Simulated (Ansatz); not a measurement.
I need a formation energy from the elements of Ta3Sb and its elements. Use Ansatz 0.2.0, Python API. Level of theory (first run): LDA, PAW, cutoff 460 eV, 4×4×4 k-points, Fermi-Dirac smearing of 0.1 eV.

The script, `formation_ta3sb.py`:
```python
from collections import Counter
import warnings

import ansatz as az
import numpy as np

MAX_SCF = 150
FUNCTIONAL = "lda"
CUTOFF_EV = 460
K_SPACING = 0.3
FILLING = "fermi_dirac"
SMEARING_WIDTH = 0.1

PHASES = {
    "Ta3Sb": (
        [(5.265, 0.0, 0.0), (0.0, 5.265, 0.0), (0.0, 0.0, 5.265)],
        [
            ("Ta", (0.25, 0.0, 0.5)),
            ("Ta", (0.5, 0.75, 0.0)),
            ("Ta", (0.75, 0.0, 0.5)),
            ("Ta", (0.5, 0.25, 0.0)),
            ("Ta", (0.0, 0.5, 0.75)),
            ("Ta", (0.0, 0.5, 0.25)),
            ("Sb", (0.0, 0.0, 0.0)),
            ("Sb", (0.5, 0.5, 0.5)),
        ],
    ),
    "Ta": (
        [(-1.65128, 1.65128, 1.65128), (1.65128, -1.65128, 1.65128), (1.65128, 1.65128, -1.65128)],
        [
            ("Ta", (0.0, 0.0, 0.0)),
        ],
    ),
    "Sb": (
        [(2.1542, 1.243728, 3.758), (-2.1542, 1.243728, 3.758), (0.0, -2.487456, 3.758)],
        [
            ("Sb", (0.23349, 0.23349, 0.23349)),
            ("Sb", (0.76651, 0.76651, 0.76651)),
        ],
    ),
}


def build(vectors, sites):
    crystal = az.Crystal(lattice=az.Lattice.of(vectors))
    for symbol, position in sites:
        crystal = crystal.atom(symbol, position)
    return crystal


def run_phase(name, crystal):
    calc = (
        crystal.calculation()
        .mixing("anderson")
        .scf(max_iterations=MAX_SCF, lower_state_search="light")
        .functional(FUNCTIONAL)
        .basis(CUTOFF_EV)
        .kpoints(spacing=K_SPACING)
        .occupations(FILLING, width=SMEARING_WIDTH)
        .stress()
    )
    calc = calc.relax(force_tolerance=0.02, max_steps=60, cell=True)
    return calc.run(threads=1, pin="off")


def counts(outcome):
    return Counter(site.symbol for site in outcome.lattice.sites)

def formation_energy(outcome, mu):
    n = counts(outcome)
    return (outcome.report["energy_sigma0_ev"] - sum(k * mu[element] for element, k in n.items())) / sum(n.values())


def volume_per_atom(outcome):
    return abs(np.linalg.det(outcome.lattice.cell_ang)) / len(outcome.lattice.sites)


def main() -> None:
    warnings.simplefilter("ignore", az.DeckWarning)

    phases = {name: build(*cell) for name, cell in PHASES.items()}

    done = {name: run_phase(name, crystal) for name, crystal in phases.items()}

    references = {"Ta": "Ta", "Sb": "Sb"}
    mu = {element: done[name].report["energy_sigma0_ev"] / len(done[name].lattice.sites) for element, name in references.items()}

    target = done["Ta3Sb"]
    heat = formation_energy(target, mu)
    for element, value in mu.items():
        print(f"mu({element}) = {value:.4f} eV from {references[element]}, {volume_per_atom(done[references[element]]):.2f} A^3/atom")
    print(f"formation energy of Ta3Sb: {heat:.4f} eV/atom = {96.4853 * heat:.1f} kJ/mol of atoms")


if __name__ == "__main__":
    main()
```

```console
$ python formation_ta3sb.py
mu(Ta) = -9682.5989 eV from Ta, 17.20 A^3/atom
mu(Sb) = -6335.8276 eV from Sb, 29.48 A^3/atom
formation energy of Ta3Sb: -0.1597 eV/atom = -15.4 kJ/mol of atoms
```

The formation energy is -0.160 eV an atom (-15.4 kJ per mole of atoms), so Ta3Sb lies below the reference phases.

Reading the output:
- These settings explore the input space; cutoff and mesh may be short of convergence.
- The run is spin-unpolarised.
- For the metals among these phases the mesh is modest: differences between phases can be off by up to 40 meV an atom.
- Spin-orbit coupling, which matters for elements this heavy, is left out.
- The cells come from databases of deposited and of computed structures, and not all need be stable phases.
- The compound is the structure given, not necessarily its lowest; energies are at zero temperature, with no correction for gases. A semilocal functional's error on such energies is often 0.05 to 0.1 eV an atom, and 0.1 to 0.3 eV against gases such as O2 or F2.
- Run time: 52 s on 1 thread of Arm Neoverse V1, on a shared host, peak memory 0.51 GiB.
